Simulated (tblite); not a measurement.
# Ge15H24: the cost of one run

Computed with tblite 0.8.0 and PySCF 2.14.0 and routines of our own; the level stands in each step. Atoms count from 0.

## Step 1: The system as given

39 atoms, charge 0, multiplicity 1; geometry from: force field, distance geometry or constructed start.

## Step 2: Relaxing the molecule with GFN2-xTB

Job settings and geometry (Å):

```
{"job": {"kind": "relax", "xc": "GFN2-xTB", "basis": "xTB"}, "charge": 0, "multiplicity": 1}
Ge    -2.252000     1.123500    -1.697700
Ge    -2.260100    -3.491800     1.563600
Ge    -2.251700    -3.496700    -0.878500
Ge    -2.257600     3.439600    -0.885700
Ge     1.742900     1.124100    -1.692700
Ge    -0.259800    -0.030100     1.567900
Ge    -0.256400    -0.027900    -0.882800
Ge    -0.253100    -2.336800    -1.694600
Ge     1.746600    -3.496500     1.570100
Ge     1.741100    -3.495200    -0.877900
Ge     1.741800     1.124100     2.385100
Ge    -0.259000    -2.341500     2.387200
Ge    -0.259900     4.590800    -1.691100
Ge     1.746100     3.434600     1.567800
Ge     1.741700     3.440300    -0.879300
H     -2.258800     1.125900    -3.219800
H     -3.505700     0.406000    -1.185200
H     -3.507200    -2.776600     2.079500
H     -2.257500    -4.935100     2.083000
H     -3.503300    -2.772300    -1.386800
H     -2.259200    -4.933100    -1.388000
H     -3.507000     4.157900    -1.389700
H     -2.253500     3.439800     0.657100
H      1.739700     1.121000    -3.227600
H      2.993700     0.406700    -1.185200
H     -1.511800     0.690700     2.083000
H     -0.255800    -2.337200    -3.226800
H      2.992600    -2.772600     2.081700
H      1.744500    -4.936500     2.078500
H      2.994300    -2.772800    -1.386100
H      1.747500    -4.936300    -1.390600
H      2.991300     0.405400     1.877400
H      1.742900     1.125400     3.915300
H     -0.254400    -2.340800     3.920900
H     -0.255300     6.034400    -1.189400
H     -0.256000     4.592300    -3.229000
H      2.992400     4.156500     2.076400
H      0.495600     4.158900     2.077900
H      2.994300     4.152500    -1.389600
```

Command:

```
> OMP_NUM_THREADS=2 python large_run.py task.json out
```

The driver reads the jobs from task.json and runs them one after another.

**Question.** How long does this first job take on 2 threads of Arm Neoverse V1, shared host, and how much memory does it need?

About 4.7 s, with a peak of 0.16 GiB.
